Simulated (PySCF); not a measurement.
**C2H7FOSi2 (SMILES C=C[SiH](F)O[SiH3]) at 6 levels**

We compute a comparison of 6 runs (HF/3-21G, HF/def2-SVP, B3LYP/6-31G*, M06-2X/def2-SVP, PBE0/def2-SVP) of C2H7FOSi2. 

The calculation is run with PySCF 2.14.0.

## Step 1: Starting point

C2H7FOSi2 has 13 atoms, charge 0, and is taken as a singlet. SMILES: `C=C[SiH](F)O[SiH3]`. The coordinates come from a PBE0-D4/def2-TZVP relaxation. This is one conformer, not always the lowest.

Bond lengths: C1–C2 1.330 Å, C2–Si3 1.841 Å, Si3–F4 1.597 Å, Si3–O5 1.620 Å, O5–Si6 1.638 Å, C1–H7 1.086 Å, C1–H8 1.086 Å, C2–H9 1.089 Å, Si3–H10 1.481 Å, Si6–H11 1.486 Å, Si6–H12 1.483 Å, Si6–H13 1.484 Å. Some angles: C1–C2–Si3 122.6°, C2–Si3–F4 109.2°, C2–Si3–O5 108.9°, F4–Si3–O5 109.2°, Si3–O5–Si6 148.2°, C1–C2–H9 118.5°, Si3–C2–H9 118.9°, C2–C1–H7 121.4°, C2–C1–H8 122.2°, C2–Si3–H10 113.6°.

## Step 2: Energy and gradient at HF/3-21G (run 1)

input.py reads:

```python
from pyscf import gto, scf

system = gto.M(
    atom='''
C       -1.927000      -1.027900       0.888500
C       -1.641200      -1.052700      -0.410600
Si      -0.120200      -0.282200      -1.106100
F       -0.532100       0.767400      -2.237300
O        0.663400       0.494700       0.080400
Si       2.004100       1.297600       0.571400
H       -1.274000      -0.535100       1.602600
H       -2.821600      -1.492300       1.293600
H       -2.328600      -1.561100      -1.084900
H        0.785900      -1.250200      -1.766100
H        3.206900       0.745000      -0.104200
H        2.131500       1.122200       2.038600
H        1.873400       2.739800       0.248800
''',
    basis='3-21g',
    spin=0,
    charge=0,
    verbose=4,
    max_memory=1860,
)

mf = scf.RHF(system)
mf.conv_tol = 1e-10
mf.kernel()
if not mf.converged:
    mf = mf.newton().run(mf.mo_coeff, mf.mo_occ)

e_final = mf.e_tot
print('E(%s) = %.9f' % ('HF', e_final))
grad = mf.nuc_grad_method().kernel()
mf.analyze()
```

Started as:

```console
$ OMP_NUM_THREADS=1 python input.py
```

Standard output:

```text
PySCF version 2.14.0

[... 91 lines left out ...]
MO #1   energy= -68.3899739937445  occ= 2
[... 14 lines left out ...]
MO #16  energy= -1.33699362692333  occ= 2
[... 14 lines left out ...]
MO #31  energy= -0.44275293882235  occ= 2
[... 14 lines left out ...]
MO #46  energy= 0.46719383106867   occ= 0
[... 14 lines left out ...]
MO #61  energy= 1.32468958420007   occ= 0
[... 14 lines left out ...]
MO #76  energy= 3.86935404840706   occ= 0
[... 92 lines left out ...]
Dipole moment(X, Y, Z, Debye):  0.41174, -1.18624,  1.52268
```

Wall time 9 s (1 thread of Intel Xeon at 2.50GHz (Skylake/Cascade Lake), shared host); peak memory 0.15 GiB.

## Step 3: Energy and forces at HF/def2-SVP (run 2)

job.py reads:

```python
# C=C[SiH](F)O[SiH3]
import pyscf.grad
from pyscf import gto, scf

mol = gto.M(
    atom='''
C   -1.927000  -1.027900   0.888500
C   -1.641200  -1.052700  -0.410600
Si  -0.120200  -0.282200  -1.106100
F   -0.532100   0.767400  -2.237300
O    0.663400   0.494700   0.080400
Si   2.004100   1.297600   0.571400
H   -1.274000  -0.535100   1.602600
H   -2.821600  -1.492300   1.293600
H   -2.328600  -1.561100  -1.084900
H    0.785900  -1.250200  -1.766100
H    3.206900   0.745000  -0.104200
H    2.131500   1.122200   2.038600
H    1.873400   2.739800   0.248800
''',
    basis='def2-svp',
    charge=0,
    verbose=4,
    max_memory=1860,
)

myscf = scf.RHF(mol)
myscf.conv_tol = 1e-10
myscf.kernel()
if not myscf.converged:
    myscf = myscf.newton().run(myscf.mo_coeff, myscf.mo_occ)

e_tot = myscf.e_tot
print('E(%s) = %.9f' % ('HF', e_tot))
grad = myscf.Gradients().kernel()
dip = myscf.dip_moment()
pop, q = myscf.mulliken_pop()
```

Started as:

```console
$ OMP_NUM_THREADS=1 python job.py
```

Standard output:

```text
PySCF version 2.14.0

[... 69 lines left out ...]
converged SCF energy = -831.737647230957
[... 12 lines left out ...]
Dipole moment(X, Y, Z, Debye):  0.13587, -1.06089,  1.43005
[... 141 lines left out ...]
charge of   12H =     -0.16574
```

It took 42 s on 1 thread of Intel Xeon at 2.50GHz (Skylake/Cascade Lake), shared host; peak memory 0.37 GiB.

Runs 3 to 5 aren't shown in full; the table further down has their settings and results.

## Step 4: Energy and forces at PBE0/def2-SVP (run 6)

start.xyz reads:

```xyz
13

C     -1.927000    -1.027900     0.888500
C     -1.641200    -1.052700    -0.410600
Si    -0.120200    -0.282200    -1.106100
F     -0.532100     0.767400    -2.237300
O      0.663400     0.494700     0.080400
Si     2.004100     1.297600     0.571400
H     -1.274000    -0.535100     1.602600
H     -2.821600    -1.492300     1.293600
H     -2.328600    -1.561100    -1.084900
H      0.785900    -1.250200    -1.766100
H      3.206900     0.745000    -0.104200
H      2.131500     1.122200     2.038600
H      1.873400     2.739800     0.248800
```

calc.py reads:

```python
# C=C[SiH](F)O[SiH3]
import pyscf.grad
from pyscf import gto, dft

system = gto.Mole()
system.atom = 'start.xyz'
system.charge = 0
system.basis = 'def2-svp'
system.spin = 0
system.verbose = 4
system.max_memory = 1860
system.build()

ks = dft.RKS(system, xc='pbe0')
ks.conv_tol = 1e-10
ks.grids.level = 5
ks.kernel()
if not ks.converged:
    ks = ks.newton().run(ks.mo_coeff, ks.mo_occ)

e_tot = ks.e_tot
print('E = %.10f Eh' % e_tot)
grad = ks.Gradients().kernel()
ks.analyze()
```

Started as:

```console
$ OMP_NUM_THREADS=1 python calc.py
```

Standard output:

```text
PySCF version 2.14.0

[... 116 lines left out ...]
MO #12  energy= -3.70049620692058  occ= 2
[... 22 lines left out ...]
MO #35  energy= 0.0754998804669835 occ= 0
[... 22 lines left out ...]
MO #58  energy= 0.510217053847127  occ= 0
[... 22 lines left out ...]
MO #81  energy= 1.20262320135497   occ= 0
[... 22 lines left out ...]
MO #104 energy= 2.00556692462553   occ= 0
[... 22 lines left out ...]
MO #127 energy= 3.58020826139764   occ= 0
[... 143 lines left out ...]
Dipole moment(X, Y, Z, Debye):  0.03612, -0.89582,  1.22688
```

Run time: 2.1 min. Hardware: 1 thread of Intel Xeon at 2.50GHz (Skylake/Cascade Lake), shared host; peak memory 1.4 GiB.

## Step 5: All runs side by side

```tsv
run	level	integration grid	Cartesian functions	energy (Eh)	dipole moment (D)	HOMO energy (eV)	LUMO energy (eV)	wall time
1	HF/3-21G	–	no	-827.669219	1.97	-10.71	3.73	9 s
2	HF/def2-SVP	–	no	-831.737647	1.79	-10.73	3.37	42 s
3	B3LYP/6-31G* (spherical functions)	5	no	-834.591131	1.48	-7.77	-0.50	2 min
4	B3LYP/6-31G* (Cartesian functions)	5	yes	-834.598663	1.48	-7.77	-0.50	2 min
5	M06-2X/def2-SVP	5	no	-834.078416	1.53	-9.48	0.40	3 min
6	PBE0/def2-SVP	5	no	-833.692663	1.52	-8.28	-0.58	2.1 min
```

## Step 6: Summary of results

```
                       quantity          value
            run 6: total energy  -833.69266 Eh
           run 6: dipole moment         1.52 D
             run 6: HOMO energy       -8.28 eV
             run 6: LUMO energy       -0.58 eV
           run 6: HOMO–LUMO gap        7.70 eV
run 6: largest force on an atom     1.000 eV/Å
```

In words: The dipole moment (its size) runs from 1.48 D (B3LYP/6-31G*) to 1.97 D (HF/3-21G). The two ends differ in method and basis. The HOMO–LUMO gap runs from 7.27 eV (B3LYP/6-31G*) to 14.44 eV (HF/3-21G). Totals of different functionals can't be ranked against each other. All runs together took 10 min, the longest 3 min.
